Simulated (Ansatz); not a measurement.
# BaFe2Se2O: the cost of one run

Computed with Ansatz 0.2.0 (DFT PBE, scalar-relativistic, plane waves, PAW, unless a step's input says otherwise).

**1. The system as given**

It takes space group Pmmn (No. 59, orthorhombic). The conventional cell has a = 4.046 Å, b = 9.760 Å, c = 6.901 Å, α = 90.00°, β = 90.00°, γ = 90.00°. Ba (site symmetry mm2) has 2 O at 2.66 Å in its first shell of neighbours. Fe (site symmetry m) is surrounded by 1 O at 1.92 Å and 3 Se at 2.47 to 2.52 Å. O (site symmetry mm2) has 2 Fe at 1.92 Å and 2 Ba at 2.66 Å in its first shell of neighbours. Se (site symmetry m) has 3 Fe at 2.47 to 2.52 Å in its first shell of neighbours.

Coordinates:

```xyz
12
Lattice="4.0460 0.0000 0.0000 0.0000 9.7600 0.0000 0.0000 0.0000 6.9010" Properties=species:S:1:pos:R:3 pbc="T T T"
Ba    0.0000    4.8800    3.2724
Ba    2.0230    0.0000    3.6286
Fe    2.0230    3.1307    0.7565
Fe    0.0000    1.7493    6.1446
Fe    2.0230    6.6293    0.7565
Fe    0.0000    8.0107    6.1446
O     2.0230    4.8800    1.5470
O     0.0000    0.0000    5.3541
Se    0.0000    1.9531    1.7004
Se    2.0230    2.9269    5.2007
Se    0.0000    7.8069    1.7004
Se    2.0230    6.8331    5.2007
```

An earlier run at PBE left this cell at 22.709 Å³/atom and -0.02 GPa (6×4×4 mesh).

**2. Antiferromagnetic, in the cell as typed**

Contents of input.yaml:

```yaml
crystal:
  lattice:
    - [4.0459797518, 0.0, 0.0]
    - [0.0, 9.7599660644, 0.0]
    - [0.0, 0.0, 6.9010323346]
  atoms:
    - { symbol: Ba, position: [0.0, 0.5, 0.4741963351] }
    - { symbol: Ba, position: [0.5, 0.0, 0.5258036649] }
    - { symbol: Fe, position: [0.5, 0.3207662724, 0.1096186827], spin: 4.0 }
    - { symbol: Fe, position: [0.0, 0.1792337276, 0.8903813173], spin: -4.0 }
    - { symbol: Fe, position: [0.5, 0.6792337276, 0.1096186827], spin: -4.0 }
    - { symbol: Fe, position: [0.0, 0.8207662724, 0.8903813173], spin: 4.0 }
    - { symbol: O, position: [0.5, 0.5, 0.2241647802] }
    - { symbol: O, position: [0.0, 0.0, 0.7758352198] }
    - { symbol: Se, position: [0.0, 0.2001121094, 0.2463912997] }
    - { symbol: Se, position: [0.5, 0.2998878906, 0.7536087003] }
    - { symbol: Se, position: [0.0, 0.7998878906, 0.2463912997] }
    - { symbol: Se, position: [0.5, 0.7001121094, 0.7536087003] }
basis:
  ecutwfc: 420
  ecutrho_ratio: 4
kpoints:
  mp_grid: { grid: [6, 4, 4] }
hamiltonian:
  xc: pbe
scf:
  occupations: { method: gaussian, width: 0.05 }
  lower_state_search: "off"
output:
  forces: true
  stress: true
  eigenvalues: true
  populations: true
magnetization:
  spin_polarized: true
```

On the command line:

```bash
$ ansatz run input.yaml --threads 4 --pin off --max-ram 10240MiB --backend cpu --events-out ev --progress --plain --runs-dir out
```

Q: Estimate wall time and peak memory on 4 threads of Intel Xeon at 2.50GHz (Skylake/Cascade Lake), shared host.

About 3.7 min, with a peak of 1.9 GiB.
